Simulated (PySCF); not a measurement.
# C3H9ClSi (Trimethylchlorosilane): the cost of one run

Programs: PySCF 2.14.0, with density-fitted response routines of our own. Each step states its level of theory. These are calculated values for one molecule in the gas phase, unless marked as measured. Atoms count from 0, in the outputs and in this text.

## (1) Starting geometry

14 atoms, charge 0, multiplicity 1; geometry from: GFN2-xTB. The atoms were then displaced at random by about 0.03 Å, so the start is not that level's minimum.

Bonds of the start (Å): C0–Si1 1.82, Si1–C2 1.88, Si1–C3 1.81, Si1–Cl4 2.02, C0–H5 1.11, C0–H6 1.14, C0–H7 1.14, C2–H8 1.14, C2–H9 1.03, C2–H10 1.11, C3–H11 1.09, C3–H12 1.23, C3–H13 1.06.

## (2) Geometry optimisation at PBE0-D3(BJ)/def2-SVP

What the job is given:

```
{"job": {"xc": "PBE0", "basis": "def2-SVP", "d3": "d3bj", "grid": 1, "shake": 0.03, "kind": "geom"}, "charge": 0, "multiplicity": 1}
C     -0.444330     1.584420    -0.489850
Si     0.083310     0.089730     0.404370
C      1.624840    -0.576630    -0.430090
C     -1.182310    -1.200230     0.455910
Cl     0.552110     0.591540     2.305980
H     -0.797750     1.446660    -1.532980
H     -1.345180     2.086310    -0.011820
H      0.309630     2.443670    -0.551100
H      2.108690    -1.366580     0.232890
H      1.483910    -0.951030    -1.374370
H      2.414750     0.197930    -0.459630
H     -1.635780    -1.430710    -0.508230
H     -2.209700    -0.831150     1.030520
H     -0.982980    -2.128700     0.927280
```

On the command line:

```bash
> OMP_NUM_THREADS=1 python probes_run.py task.json out
```

One launch serves the whole session: the jobs run in the order shown.

Q: Estimate the wall time and peak memory of this first job on 1 thread of Arm Neoverse V2, shared host.

About 50 s, with a peak of 0.48 GiB.
